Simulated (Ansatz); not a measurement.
# Cl2F2H4W: the cost of one run

All numbers below are computed with Ansatz 0.2.0 (RHF/def2-SVP).

## 1. The system as given

Bond lengths: W1–F2 2.200 Å, W1–H3 1.720 Å, W1–H4 1.720 Å, W1–H5 1.720 Å, W1–F6 1.850 Å, W1–Cl7 2.390 Å, W1–Cl8 2.690 Å. Angles (14 of 21 angles, heavy atoms first): F2–W1–F6 90.0°, F2–W1–Cl7 180.0°, F2–W1–Cl8 71.6°, F6–W1–Cl7 90.0°, F6–W1–Cl8 46.6°, Cl7–W1–Cl8 108.4°, F2–W1–H3 90.0°, F2–W1–H4 90.0°, F2–W1–H5 90.0°, H3–W1–F6 90.0°, H3–W1–Cl7 90.0°, H3–W1–Cl8 49.1°, H4–W1–F6 180.0°, H4–W1–Cl7 90.0°.

Structure file:

```xyz
9

W     0.0000    0.0000    0.0000
F     0.0000    0.0000    2.2000
H     1.7200    0.0000    0.0000
H     0.0000    1.7200    0.0000
H    -1.7200    0.0000    0.0000
F     0.0000   -1.8500    0.0000
Cl    0.0000    0.0000   -2.3900
Cl    1.7619   -1.8472    0.8482
H     0.8713   -0.9135    2.0396
```

## 2. A restrained relaxation towards end A

Springs on the bonds that form and break draw the guess towards this end; the thresholds are loose.

input.yaml reads:

```yaml
crystal:
  periodic: [false, false, false]
  atoms:
    - { symbol: W, position_ang: [0.0, 0.0, 0.0] }
    - { symbol: F, position_ang: [0.0, 0.0, 2.2] }
    - { symbol: H, position_ang: [1.72, 0.0, 0.0] }
    - { symbol: H, position_ang: [0.0, 1.72, 0.0] }
    - { symbol: H, position_ang: [-1.72, 0.0, 0.0] }
    - { symbol: F, position_ang: [0.0, -1.85, 0.0] }
    - { symbol: Cl, position_ang: [0.0, 0.0, -2.39] }
    - { symbol: Cl, position_ang: [1.7619, -1.8472, 0.8482] }
    - { symbol: H, position_ang: [0.8713, -0.9135, 2.0396] }
basis:
  gaussian: { orbitals: def2-SVP }
hamiltonian:
  xc: hf
relax:
  f_tol: 0.15
  max_steps: 25
  restrain:
    - { distance: [0, 7], at: 3.59, k: 30.0 }
    - { distance: [8, 1], at: 2.12, k: 30.0 }
    - { distance: [0, 1], at: 1.85, k: 30.0 }
    - { distance: [8, 7], at: 1.37, k: 30.0 }
output:
  orbitals: {}
```

On the command line:

```console
ansatz run input.yaml --threads 2 --pin off --max-ram 3072MiB --backend cpu --events-out ev --progress --plain --runs-dir out
```

Q: Estimate wall time and peak memory on 2 threads of Arm Neoverse V1, shared host.

About 49 s, with a peak of 0.36 GiB.
